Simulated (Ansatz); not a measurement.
# BaMnGe: the cost of one run

Program: Ansatz 0.2.0. Level of theory: reference: DFT r2SCAN, plane waves, PAW, scalar-relativistic, no spin polarisation. These are calculated values, not measurements.

## 1. The starting structure

The structure is tetragonal, space group P4/nmm (No. 129). The conventional cell has a = 4.498 Å, b = 4.498 Å, c = 7.688 Å, α = 90.00°, β = 90.00°, γ = 90.00°. Mn (site symmetry -4m2) is surrounded by 4 Ge at 2.75 Å. Around Ba (site symmetry 4mm) lie 5 Ge at 3.33 to 3.54 Å and 4 Mn at 3.41 Å. Around Ge (site symmetry 4mm) lie 4 Mn at 2.75 Å.

Structure file:

```
CELL_PARAMETERS angstrom
4.49835 0.00000 0.00000
0.00000 4.49835 0.00000
0.00000 0.00000 7.68808
ATOMIC_POSITIONS crystal
Mn 0.00000 0.00000 0.00000
Mn 0.50000 0.50000 0.00000
Ba 0.50000 0.00000 0.66650
Ba 0.00000 0.50000 0.33350
Ge 0.50000 0.00000 0.20560
Ge 0.00000 0.50000 0.79440
```

## 2. Baseline

Contents of input.yaml:

```yaml
crystal:
  lattice:
    - [4.498346, 0.0, 0.0]
    - [0.0, 4.498346, 0.0]
    - [0.0, 0.0, 7.688082]
  atoms:
    - { symbol: Mn, position: [0.0, 0.0, 0.0] }
    - { symbol: Mn, position: [0.5, 0.5, 0.0] }
    - { symbol: Ba, position: [0.5, 0.0, 0.6665] }
    - { symbol: Ba, position: [0.0, 0.5, 0.3335] }
    - { symbol: Ge, position: [0.5, 0.0, 0.2056] }
    - { symbol: Ge, position: [0.0, 0.5, 0.7944] }
  symmetry: { tolerance: 0.0003 }
kpoints:
  mp_grid: { grid: [4, 4, 3], shift: [0, 0, 0] }
magnetization:
  spin_polarized: false
scf:
  occupations: { method: fermi_dirac }
hamiltonian:
  pseudopotentials: { kind: paw }
  xc: r2scan
basis:
  ecutwfc: 500
output:
  forces: true
  stress: true
  eigenvalues: true
```

The run is started by

```sh
ansatz run input.yaml --threads 1 --pin off --max-ram 2560MiB --backend cpu --events-out ev --progress --plain --runs-dir out
```

Q: Estimate wall time and peak memory on 1 thread of Arm Neoverse V1, shared host.

About 19 s, with a peak of 0.78 GiB.
